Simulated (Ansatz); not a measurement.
# Ta: the cost of one run

Method: DFT PBEsol, scalar-relativistic, plane waves, PAW, in Ansatz 0.2.0.

## Step 1: Starting point

Symmetry: Im-3m, No. 229, cubic system. Conventional cell: a = 3.303 Å, b = 3.303 Å, c = 3.303 Å, α = 90.00°, β = 90.00°, γ = 90.00°. Around Ta (site symmetry m-3m) lie 8 Ta at 2.86 Å.

As a file:

```xyz
1
Lattice="-1.6513 1.6513 1.6513 1.6513 -1.6513 1.6513 1.6513 1.6513 -1.6513" Properties=species:S:1:pos:R:3 pbc="T T T"
Ta    0.0000    0.0000    0.0000
```

The cell is taken as given, not relaxed at this level.

## Step 2: Zero of the scan

Input file input.yaml:

```yaml
crystal:
  lattice:
    - [-1.65128, 1.65128, 1.65128]
    - [1.65128, -1.65128, 1.65128]
    - [1.65128, 1.65128, -1.65128]
  atoms:
    - { symbol: Ta, position: [0.0, 0.0, 0.0] }
basis:
  ecutwfc: 420
kpoints:
  mp_grid: { grid: [22, 22, 22] }
hamiltonian:
  xc: pbesol
scf:
  occupations: { method: gaussian, width: 0.15 }
output:
  forces: true
  stress: true
  eigenvalues: true
```

**Question.** How long does this run take on 1 thread of an Arm CPU, shared host, and how much memory does it need?

About 5.5 s, with a peak of 0.33 GiB.
